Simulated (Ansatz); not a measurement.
Run this with Ansatz 0.2.0 through its Python package and show what comes out.

`deck_ch6alno2.py`
```python
# -*- coding: utf-8 -*-
"""CH6AlNO2 through the session interface."""

import ansatz

DECK = """
crystal:
  periodic: [false, false, false]
  atoms:
    - { symbol: "N", position_ang: [-0.3273, 1.4023, 1.2018] }
    - { symbol: C, position_ang: [-0.8678, 0.4137, 0.282] }
    - { symbol: Al, position_ang: [0.6334, -0.6381, -0.4592] }
    - { symbol: O, position_ang: [0.8213, -2.4394, -0.1663] }
    - { symbol: O, position_ang: [1.9881, 0.193, -1.4204] }
    - { symbol: H, position_ang: [-0.0294, 0.9942, 2.0573] }
    - { symbol: H, position_ang: [-1.1678, 2.0336, 1.4795] }
    - { symbol: H, position_ang: [-1.5266, -0.2475, 0.8062] }
    - { symbol: H, position_ang: [-1.3879, 0.9071, -0.5298] }
    - { symbol: H, position_ang: [0.2685, -2.8406, -0.911] }
    - { symbol: H, position_ang: [1.661, 0.1646, -2.3197] }
basis:
  gaussian: { orbitals: def2-SVP }
correlation:
  method: mp2
"""


def main():
    session = ansatz.Session.from_yaml(DECK)
    rep = session.plan(threads=1).execute().report

    print("reference energy %16.6f eV" % rep["reference_energy_ev"])
    print("total energy     %16.6f eV" % rep["free_energy_ev"])
    print("occupied orbitals outside the frozen core (up, down):", rep["n_occupied"], " frozen:", rep["n_frozen"], " virtual:", rep["n_virtual"])
    symbols = ["N", "C", "Al", "O", "O", "H", "H", "H", "H", "H", "H"]
    parts = rep["correlation"]
    for name in ("random_phase", "coupled_cluster", "perturbative"):
        if name in parts:
            print(f"{name:16s} {parts[name]['energy']['hartree']:12.7f} Ha")
    if "second_order" in parts:
        pair = parts["second_order"]
        print(f"MP2 same spin {pair['same_spin']['hartree']:.7f} Ha, opposite spin {pair['opposite_spin']['hartree']:.7f} Ha")
    state = rep["mean_field"]["state"]
    print(f"mean field: {state['energy']['hartree']:.7f} Ha, <S^2> = {abs(state['spin_squared']):.4f}, stability: {state.get('stability', {}).get('kind')}")


if __name__ == "__main__":
    main()
```

```console
$ python deck_ch6alno2.py
reference energy    -13258.394770 eV
total energy        -13279.105956 eV
occupied orbitals outside the frozen core (up, down): [15, 15]  frozen: 9  virtual: [80, 80]
MP2 same spin -0.1915971 Ha, opposite spin -0.5695250 Ha
mean field: -487.2370209 Ha, <S^2> = 0.0000, stability: minimum
```

Caveats:
- Total energies depend on the basis set; only differences at equal settings carry meaning.
- The geometry is a force-field or estimated start, not a minimum of this method, and the basis set is short of its limit.
- Wall time of the script: 1.2 s on 1 thread of Arm Neoverse V2 (shared host), peak memory 0.21 GiB.
